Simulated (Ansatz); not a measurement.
# C2H3F2NSi: a ladder of functionals and wavefunction methods

An exercise on one series of results from a longer session: the logs are not shown, and one member is left open.

Computed with Ansatz 0.2.0, Gaussian basis. Level: functionals in def2-TZVPP, the program's frozen cores in correlated methods.

Levels to be run: LDA (SPW92), PBE-D4, revPBE-D4, BLYP-D4, r2SCAN-D4, B97M-V, PBE0-D4, B3LYP-D4, r2SCANh-D4, r2SCAN0-D4, HSE06-D4, BHLYP-D4, CAM-B3LYP-D4, LC-ωPBE, ωB97X-V, ωB97M-V, B2PLYP, PBE-QIDH; CCSD(T)/def2-SVP; CCSD(T)/def2-TZVPP; MP2/def2-QZVPP; extrapolation to the limit; RPA on PBE.

### The relaxed structure

The geometry comes from an earlier relaxation with PBE0-D4 in a triple-zeta def2 set; it is a stationary point, not always the lowest conformer.

SMILES `N=C1C(F)[SiH]1F`, 9 atoms, charge 0, spin multiplicity 1.

Atoms are counted from 1 here; the program's logs count them from 0.

Bond lengths: N1–C2 1.259 Å, N1–H7 1.025 Å, C2–C3 1.497 Å, C2–Si5 1.845 Å, C3–F4 1.362 Å, C3–Si5 1.879 Å, C3–H8 1.100 Å, Si5–F6 1.589 Å, Si5–H9 1.475 Å. Angles: C2–N1–H7 111.0°, N1–C2–C3 139.1°, N1–C2–Si5 142.7°, C3–C2–Si5 67.5°, C2–C3–F4 122.7°, C2–C3–Si5 65.1°, C2–C3–H8 108.8°, F4–C3–Si5 135.0°, F4–C3–H8 111.2°, Si5–C3–H8 105.4°, C2–Si5–C3 47.4°, C2–Si5–F6 128.3°, C2–Si5–H9 117.3°, C3–Si5–F6 118.0°, C3–Si5–H9 123.7°, F6–Si5–H9 109.7°.

Set-up of the first run:

The input, in.yaml:

```yaml
crystal:
  periodic: [false, false, false]
  atoms:
    - {symbol: N, position_ang: [-1.763690, -0.505119, 0.788251]}
    - {symbol: C, position_ang: [-0.559592, -0.249310, 0.526447]}
    - {symbol: C, position_ang: [0.483129, -0.623515, -0.480501]}
    - {symbol: F, position_ang: [0.176652, -1.195309, -1.677722]}
    - {symbol: Si, position_ang: [0.599190, 1.139019, 0.159533]}
    - {symbol: F, position_ang: [1.911889, 1.561210, 0.949136]}
    - {symbol: H, position_ang: [-2.095874, -1.306867, 0.241985]}
    - {symbol: H, position_ang: [1.287345, -1.173730, 0.029520]}
    - {symbol: H, position_ang: [0.049351, 2.307319, -0.553849]}
basis:
  gaussian: {orbitals: def2-TZVPP}
hamiltonian: {xc: lda}
output: {orbitals: {seedname: orbitals}}
```

Run with:

```console
ansatz run in.yaml --threads 4 --pin off --events-out ev --progress --plain --max-ram 10444MiB
```

Among the steps run: LDA; PBE-D4 (GGA); revPBE-D4 (GGA); BLYP-D4 (GGA); r2SCAN-D4 (meta-GGA); B97M-V (meta-GGA); B3LYP-D4 (hybrid); r2SCANh-D4 (hybrid); r2SCAN0-D4 (hybrid); HSE06-D4 (hybrid); BHLYP-D4 (hybrid); CAM-B3LYP-D4 (range-separated); LC-ωPBE (range-separated); ωB97X-V (range-separated); ωB97M-V (range-separated); B2PLYP (double hybrid); PBE-QIDH (double hybrid).

One table of the session follows, with a row left open; its other results are not shown here.

It belongs to the step «Frontier levels by functional». 

```
  functional  HOMO (eV)  LUMO (eV)  gap (eV)
 LDA (SPW92)      -6.09      -3.07      3.02
      PBE-D4      -5.96      -2.81      3.15
   revPBE-D4      -5.90      -2.71      3.19
     BLYP-D4      -5.86      -2.63      3.23
   r2SCAN-D4      -6.22      -2.64      3.58
      B97M-V      -6.38      -2.56      3.82
     PBE0-D4      -7.32      -1.83      5.50
    B3LYP-D4      -7.11      -2.02      5.10
  r2SCANh-D4      -6.72      -2.28      4.45
  r2SCAN0-D4      -7.49      -1.73      5.76
    HSE06-D4      -6.92      -2.21      4.71
    BHLYP-D4      -8.62      -0.68      7.94
CAM-B3LYP-D4      -8.69      -0.64      8.06
     LC-ωPBE      -9.98       0.51     10.48
     ωB97X-V      -9.66       0.45     10.11
     ωB97M-V          ?          ?         ?
```

Q: Estimate the row for ωB97M-V from the others.

The run gave: HOMO (eV): -9.55; LUMO (eV): 0.33; gap (eV): 9.88. In the column «HOMO (eV)» it lies between ωB97X-V (-9.66) and CAM-B3LYP-D4 (-8.69).
